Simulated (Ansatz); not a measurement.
# IrRh3: the cost of one run

All numbers are computed with Ansatz 0.2.0 through its Python package. Level of theory: DFT PBEsol, plane waves, PAW.

### 1 The structure

IrRh3 Pm-3m: It takes space group Pm-3m (No. 221, cubic). The conventional cell has a = 3.817 Å, b = 3.817 Å, c = 3.817 Å, α = 90.00°, β = 90.00°, γ = 90.00°. Ir (site symmetry m-3m) has 12 Rh at 2.70 Å as nearest neighbours. Rh (site symmetry 4/mmm) is surrounded by 4 Ir at 2.70 Å and 8 Rh at 2.70 Å.

Ir Fm-3m: The structure is cubic, space group Fm-3m (No. 225). Conventional cell: a = 3.831 Å, b = 3.831 Å, c = 3.831 Å, α = 90.00°, β = 90.00°, γ = 90.00°. Around Ir (site symmetry m-3m) lie 12 Ir at 2.71 Å.

Rh Fm-3m: It takes space group Fm-3m (No. 225, cubic). The conventional cell has a = 3.796 Å, b = 3.796 Å, c = 3.796 Å, α = 90.00°, β = 90.00°, γ = 90.00°. Rh (site symmetry m-3m) has 12 Rh at 2.68 Å as nearest neighbours.

No structure file is read: the coordinates are typed or built in the script.

### 2 The code

The input, irrh3_formation.py:

```python
"""Formation energy of IrRh3 from the elements, after relaxing atoms and volume at fixed cell shape."""

from collections import Counter
import warnings

import ansatz as az
import numpy as np

PHASES = {
    "IrRh3": (
        [(3.81706, 0.0, 0.0), (0.0, 3.81706, 0.0), (0.0, 0.0, 3.81706)],
        [
            ("Ir", (0.0, 0.0, 0.0)),
            ("Rh", (0.0, 0.5, 0.5)),
            ("Rh", (0.5, 0.0, 0.5)),
            ("Rh", (0.5, 0.5, 0.0)),
        ],
    ),
    "Ir": (
        [(0.0, 1.9156, 1.9156), (1.9156, 0.0, 1.9156), (1.9156, 1.9156, 0.0)],
        [
            ("Ir", (0.0, 0.0, 0.0)),
        ],
    ),
    "Rh": (
        [(0.0, 1.89785, 1.89785), (1.89785, 0.0, 1.89785), (1.89785, 1.89785, 0.0)],
        [
            ("Rh", (0.0, 0.0, 0.0)),
        ],
    ),
}


def build(vectors, sites):
    crystal = az.Crystal(lattice=az.Lattice.of(vectors))
    for symbol, position in sites:
        crystal = crystal.atom(symbol, position)
    return crystal


def compute(name, crystal):
    calc = (
        crystal.calculation()
        .functional(az.Functional.PBESOL)
        .scf(tolerance=1e-08)
        .basis(470, xc_grid=3)
        .kpoints(spacing=0.26)
        .occupations("gaussian", width=0.1)
        .stress()
    )
    calc = calc.relax(force_tolerance=0.03, max_steps=60, fix_cell=["shape"])
    return calc.run(threads=1)


def counts(outcome):
    return Counter(site.symbol for site in outcome.lattice.sites)

def formation_energy(outcome, mu):
    n = counts(outcome)
    return (outcome.report["energy_sigma0_ev"] - sum(k * mu[element] for element, k in n.items())) / sum(n.values())


def volume_per_atom(outcome):
    return abs(np.linalg.det(outcome.lattice.cell_ang)) / len(outcome.lattice.sites)


def main() -> None:
    warnings.simplefilter("ignore", az.DeckWarning)

    phases = {name: build(*cell) for name, cell in PHASES.items()}

    done = {name: compute(name, crystal) for name, crystal in phases.items()}

    # energy of one atom in its reference phase
    references = {"Ir": "Ir", "Rh": "Rh"}
    mu = {element: done[name].report["energy_sigma0_ev"] / len(done[name].lattice.sites) for element, name in references.items()}

    target = done["IrRh3"]
    heat = formation_energy(target, mu)
    rows = [(name, len(o.lattice.sites), volume_per_atom(o), formation_energy(o, mu)) for name, o in done.items()]
    print("     phase       atoms  V (A^3/atom)  E_form (eV/atom)")
    for row in rows:
        print(f"{str(row[0]):>10}  {row[1]:10d}  {row[2]:12.3f}  {row[3]:16.4f}")


if __name__ == "__main__":
    main()
```

### 3 The run

Started as:

```bash
python irrh3_formation.py
```

Q: Estimate wall time and peak memory on 1 thread of Arm Neoverse V1, shared host.

About 20 s, with a peak of 0.44 GiB.
